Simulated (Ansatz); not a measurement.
# Br− with N₂: structure and interaction energy

The task here is to estimate one member of a computed series from the others.

Computed with Ansatz 0.2.0, Gaussian basis. Level: PBE0-D4 structure, single points in def2-TZVPPD.

Levels: PBE-D4, revPBE-D4, BLYP-D4, r2SCAN-D4, B97M-V, PBE0-D4, B3LYP-D4, HSE06-D4, wB97X-V, wB97M-V, B2PLYP, Hartree-Fock, MP2, CCSD, CCSD(T). The reference is CCSD(T) extrapolated to the basis limit. For elements past Ar these valence bases correlate outer-core shells poorly and lack relativity, so that limit is rough.

Cores are frozen in the correlated methods. Filled d shells of the heavier atoms are correlated. B3LYP uses VWN-RPA correlation. B2PLYP carries no dispersion term here.

163 further runs of the same task are left out: 163 set aside as unsound or not needed.

## The starting structure

The pair, from a GFN2-xTB docking trial: 3 atoms, charge -1, spin multiplicity 1.

Atoms are counted from 1 here; the program's logs count them from 0.

Bond lengths: N2–N3 1.118 Å.

As a file:

```xyz
3
BrN2
Br    0.0686   -0.0707   -1.9479
N     0.2701   -0.2782    1.3226
N    -0.3387    0.3489    0.6252
```

Atoms 1 to 1 are fragment A (Br−), the rest fragment B (N₂).

Set-up of the first run:

File pre/in.yaml:

```yaml
crystal:
  periodic: [false, false, false]
  atoms:
    - {symbol: Br, position_ang: [0.068600, -0.070700, -1.947900]}
    - {symbol: N, position_ang: [0.270100, -0.278200, 1.322600]}
    - {symbol: N, position_ang: [-0.338700, 0.348900, 0.625200]}
basis:
  gaussian: {orbitals: def2-SVPD}
total_charge: -1
hamiltonian: {xc: pbe, dispersion: d4}
relax: {f_tol: 0.03, max_steps: 250}
```

Run with:

```console
$ ansatz run in.yaml --threads 2 --pin off --events-out ev --progress --plain --max-ram 5222MiB
```

Steps of the session up to this table: A first relaxation in a small basis; Relaxation at PBE0-D4; wB97X-V/def2-TZVPPD; wB97M-V/def2-TZVPPD; B2PLYP/def2-TZVPPD; B97M-V/def2-TZVPPD; CCSD(T)/def2-TZVPPD; MP2/def2-QZVPPD; Vibrations of the pair.

One of the session's tables, all rows but one given; the rest of the session is left out.

| method | interaction (kcal/mol) |
| --- | --- |
| PBE-D4 | -2.17 |
| revPBE-D4 | -2.01 |
| BLYP-D4 | -1.79 |
| r2SCAN-D4 | -1.87 |
| B97M-V | -1.84 |
| PBE0-D4 | -1.93 |
| B3LYP-D4 | -1.80 |
| HSE06-D4 | -1.95 |
| wB97X-V | -1.84 |
| wB97M-V | -1.77 |
| B2PLYP | -1.25 |
| Hartree-Fock | -0.49 |
| MP2 | -1.74 |
| CCSD | -1.40 |
| CCSD(T) | ? |
| CCSD(T)/CBS | -1.79 |

**Question.** Estimate the row for CCSD(T).

**Answer.** interaction (kcal/mol): -1.56. In the column «interaction (kcal/mol)» it lies between MP2 (-1.74) and CCSD (-1.40).

Caveats from the session: An imaginary mode remains, so this is not a true minimum.
